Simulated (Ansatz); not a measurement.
# B2Au: the cost of one run

Program: Ansatz 0.2.0. Level of theory: DFT PBE, scalar-relativistic, plane waves, PAW. These are calculated values, not measurements.

2 further runs of the same task are left out: 1 that didn't finish, 1 set aside as unsound or not needed.

**1. The structure to begin with**

Symmetry: P4/mmm, No. 123, tetragonal system. The conventional cell has a = 4.069 Å, b = 4.069 Å, c = 4.516 Å, α = 90.00°, β = 90.00°, γ = 90.00°. Around B (site symmetry m2m) lie 1 B at 1.41 Å. Au (site symmetry mmm) is surrounded by 4 B at 2.37 Å.

Coordinates:

```
CELL_PARAMETERS angstrom
4.06890 0.00000 0.00000
0.00000 4.06890 0.00000
0.00000 0.00000 4.51586
ATOMIC_POSITIONS crystal
B 0.32652 0.00000 0.50000
B 0.67348 0.00000 0.50000
B 0.00000 0.32652 0.50000
B 0.00000 0.67348 0.50000
Au 0.50000 0.00000 0.00000
Au 0.00000 0.50000 0.00000
```

The cell is invented: random cell by space group and Wyckoff sites (P4/mmm, No. 123). Its size is a rough estimate.

**2. A first look at the guess**

Contents of input.yaml:

```yaml
crystal:
  lattice:
    - [4.06889672, 0.0, 0.0]
    - [0.0, 4.06889672, 0.0]
    - [0.0, 0.0, 4.51586409]
  atoms:
    - { symbol: B, position: [0.32652395, 0.0, 0.5] }
    - { symbol: B, position: [0.67347605, 0.0, 0.5] }
    - { symbol: B, position: [0.0, 0.32652395, 0.5] }
    - { symbol: B, position: [0.0, 0.67347605, 0.5] }
    - { symbol: Au, position: [0.5, 0.0, 0.0] }
    - { symbol: Au, position: [0.0, 0.5, 0.0] }
basis:
  ecutwfc: 420
kpoints:
  mp_grid: { grid: [4, 4, 4] }
hamiltonian:
  xc: pbe
scf:
  occupations: { method: gaussian, width: 0.1 }
  lower_state_search: "off"
output:
  forces: true
  stress: true
  eigenvalues: true
```

On the command line:

```
$ ansatz run input.yaml --threads 1 --pin off --max-ram 2560MiB --backend cpu --events-out ev --progress --plain --runs-dir out
```

What time and memory should one allow on 1 thread of Intel Xeon at 2.80GHz (Skylake/Cascade Lake), shared host?

About 1.9 s, with a peak of 0.4 GiB.
